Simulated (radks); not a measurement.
# Ca in [Ar] 4s2: an all-electron calculation

An exercise on one series of results from a longer session: the logs are not shown, and one member is left open.

Method: non-relativistic Kohn-Sham, XLYP, spin-unpolarised, spherical densities, point nucleus. Code: radks (a radial shooting solver on a logarithmic mesh, Libxc functionals) version 1.

**Starting point**

- element: calcium (Z = 20)
- charge: 0
- electrons: 20
- configuration: [Ar] 4s2

Outer shells as boxes (Hund's rule):

Ca
```
[Ar] core
4s [↑↓]
```

Set-up of the first run:

Settings of this run:

```text
Z 20
configuration [Ar] 4s2 3d0 4p0 5s0 4f0
relativity non-relativistic
functional xlyp
spin unpolarised
nucleus point
```

Run with:

```bash
$ python run_ks.py task.json out
```

All runs below come from this command, one after another.

Among the steps run: Self-consistent calculation.

One table of the session follows, with a row left open; its other results are not shown here.

It belongs to the step «Orbitals and density». From the orbitals of this run (lengths in bohr):

```
level      <r>  outermost maximum (interpolated)  90 % within  nodes
   1s  0.07736                            0.0508        0.138      0
   2s   0.3669                             0.302        0.571      1
   2p   0.3286                             0.247        0.542      0
   3s    1.163                             0.997         1.75      2
   3p    1.274                              1.05         1.97      1
   4s        ?                                 ?            ?      ?
   3d    2.321                              1.27         4.29      0
   4p    5.616                              4.43         8.73      2
```

Estimate the missing values for 4s.

The run gave: <r>: 4.017; outermost maximum (interpolated): 3.33; 90 % within: 6.07; nodes: 3. In the column «<r>» it lies between 3d (2.321) and 4p (5.616).
